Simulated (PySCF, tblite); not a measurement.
**C6H10AlFS2: geometry, infrared bands and NMR shifts**

Aim: predict the infrared bands and NMR shifts of C6H10AlFS2 (`FC[S@+]([AlH3-])Cc1cccs1`).

The runs use tblite 0.8.0 and PySCF 2.14.0, with density-fitted response routines of our own; the level of theory stands in each step. All values are computed, except where a source is named. Atoms count from 0, in the outputs and in this text.

### 1 Starting geometry

20 atoms, charge 0, multiplicity 1; geometry from: force field or distance geometry start.

Bonds of the start (Å): F0–C1 1.37, C1–S2 1.78, S2–Al3 2.25, S2–C4 1.78, C4–C5 1.50, C5–C6 1.40, C6–C7 1.40, C7–C8 1.40, C8–S9 1.69, S9–C5 1.68, C1–H10 1.12, C1–H11 1.10, Al3–H12 1.58, Al3–H13 1.59, Al3–H14 1.61, C4–H15 1.12, C4–H16 1.10, C6–H17 1.08, C7–H18 1.08, C8–H19 1.08.

### 2 Geometry optimisation with GFN2-xTB

The job: settings as JSON, then the geometry in Å.

```
{"job": {"kind": "relax", "xc": "GFN2-xTB", "basis": "xTB"}, "charge": 0, "multiplicity": 1}
F     -2.669700    -1.719600    -1.865500
C     -1.575100    -1.670800    -1.050300
S     -1.817400    -0.470200     0.243100
Al    -1.955100     1.595500    -0.638800
C     -0.576400    -0.586400     1.514500
C      0.786400    -0.406600     0.923800
C      1.445100     0.808200     0.731900
C      2.701500     0.670100     0.127500
C      3.032100    -0.653700    -0.172600
S      1.757700    -1.641500     0.328500
H     -1.419200    -2.675100    -0.583100
H     -0.680400    -1.405000    -1.636900
H     -0.721900     1.815300    -1.603800
H     -3.318100     1.739100    -1.442300
H     -1.898500     2.671900     0.550600
H     -0.765800     0.193600     2.289700
H     -0.645000    -1.577300     1.995200
H      1.027700     1.756100     1.024300
H      3.340400     1.506700    -0.096100
H      3.946600    -0.977300    -0.642800
```

On the command line:

```
$ OMP_NUM_THREADS=1 python probes_run.py task.json out
```

The driver reads the jobs from task.json and runs them one after another.

**Question.** This job is followed by: GFN2-xTB harmonic vibrations, gas phase; GIAO PBE0/pcSseg-1 NMR shielding, non-relativistic, gas phase. Predict these results of the whole session: strongest single infrared mode (GFN2-xTB); zero-point energy (GFN2-xTB); ¹³C shifts against TMS (PBE0/pcSseg-1); ¹H shifts against TMS (PBE0/pcSseg-1, means over atoms taken as alike); ¹⁹F shifts against CFCl3 (PBE0/pcSseg-1); ³³S shifts against CS2 (PBE0/pcSseg-1); ²⁷Al shifts against AlH4- (PBE0/pcSseg-1); surface potential, 1st and 99th percentile.

As calculated:

| quantity | value |
| --- | --- |
| strongest single infrared mode (GFN2-xTB) | 761 cm⁻¹, 485 km/mol |
| zero-point energy (GFN2-xTB) | 83.5 kcal/mol |
| ¹³C shifts against TMS (PBE0/pcSseg-1) | 139.0, 137.9, 134.9, 134.5, 92.2, 35.9 ppm |
| ¹H shifts against TMS (PBE0/pcSseg-1, means over atoms taken as alike) | 7.94, 7.39, 7.21, 5.50, 5.46, 4.35, 4.10, 3.47 ppm |
| ¹⁹F shifts against CFCl3 (PBE0/pcSseg-1) | -215.1 ppm |
| ³³S shifts against CS2 (PBE0/pcSseg-1) | 253, 50 ppm |
| ²⁷Al shifts against AlH4- (PBE0/pcSseg-1) | 60.0 ppm |
| surface potential, 1st and 99th percentile | -0.94 V and 1.46 V |

What this shows: Relaxing lowered the energy by 1.262 eV in 146 steps; the close pair that moved most is S2–Al3, from 2.250 to 2.459 Å. The lowest mode is slightly imaginary (14i cm⁻¹), a soft motion within the noise of the Hessian, so the minimum is not strictly shown. The strongest single mode, at 761 cm⁻¹, has its largest shares on H12, H14 and H13 (the list is cut at 3 atoms). Unscaled tight-binding wavenumbers are off by several per cent, some by more. Its intensities can rank the bands wrongly. At PBE0/pcSseg-1: The widest tensor belongs to S9: span 277 ppm, with a paramagnetic part of -807 ppm. NICS(1)zz of -27 ppm above the planar ring from C5 marks a diatropic (aromatic) ring current. By nearest atom (PBE0/pcSseg-1), the HOMO sits on C5, C8 about 28 % each; C6 14 % and the LUMO on C5, C8 about 17 % each; S9 16 %.
